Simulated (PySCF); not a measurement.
# RbLi−: from the state search to spectroscopic constants

The task here is to estimate one member of a computed series from the others.

Computed with PySCF 2.14.0. Level: Rb def2-SVPD with ECP28, Li def2-SVPD, scalar-relativistic core potentials.

4 further runs of the same task are left out: 4 set aside as unsound or not needed.

Set-up of the first run:

The job is set up so:

| Property | Result |
| --- | --- |
| atoms | Rb, Li |
| charge | -1 |
| basis | Rb def2-SVPD with ECP28, Li def2-SVPD |
| Hamiltonian | scalar-relativistic core potentials |
| basis functions | 39 |
| electrons treated | 13 |
| masses in u | 84.9118, 7.0160 |
| levels | PBE0, PBE, r²SCAN, BP86, B97-3, M06-L, CAM-B3LYP, MP2, SCS-MP2, CCSD, CCSD(T) |
| grid | 80 radial by 434 angular points |
| occupations | held fixed by the projection of orbital angular momentum |
| dissociation limit | Rb + Li−, each in its ground configuration |
| starting distance in angstrom | 3.445 |
| values of 2S to try | 1, 3 |

Launch:

```sh
$ OMP_NUM_THREADS=1 python dia.py task.json out
```

Steps of the session up to this table: Input; PBE0 along the bond; PBE (GGA); r²SCAN (meta-GGA); BP86 (GGA); B97-3 (global hybrid GGA); M06-L (meta-GGA); CAM-B3LYP (range-separated hybrid); MP2 and coupled cluster.

One of the session's tables, all rows but one given; the rest of the session is left out.

It belongs to the step «The curves together». Energy (eV) from each level's lowest point:

```
R (Å)  ROHF-MP2  ROHF-SCS-MP2  ROHF-CCSD  ROHF-CCSD(T)    PBE
3.450     0.081         0.086        n/a           n/a  0.060
3.611     0.038         0.042      0.040         0.037  0.025
3.771     0.013         0.016      0.015         0.013  0.006
3.892     0.004         0.005      0.004         0.004  0.000
4.012     0.000         0.000      0.000         0.000  0.000
4.132     0.001         0.000      0.000         0.001  0.004
4.293         ?             ?          ?             ?      ?
4.493     0.024         0.021      0.021         0.024  0.034
4.734     0.049         0.045      0.045         0.049  0.063
5.055     0.088         0.084        n/a           n/a  0.104
```

**Question.** Estimate the row for R (Å) = 4.293.

Worked estimate for «ROHF-MP2». A straight line through the neighbours (4.132, 0.001) and (4.493, 0.024) gives 0.001 + (0.024 − 0.001) × (4.293 − 4.132) / (4.493 − 4.132) = 0.011; a parabola fitted to 4 rows on both sides gives 0.009.

As computed: ROHF-MP2: 0.008; ROHF-SCS-MP2: 0.006; ROHF-CCSD: 0.007; ROHF-CCSD(T): 0.008; PBE: 0.015. In «ROHF-MP2» the line misses by +0.003 and the parabola by +0.001.
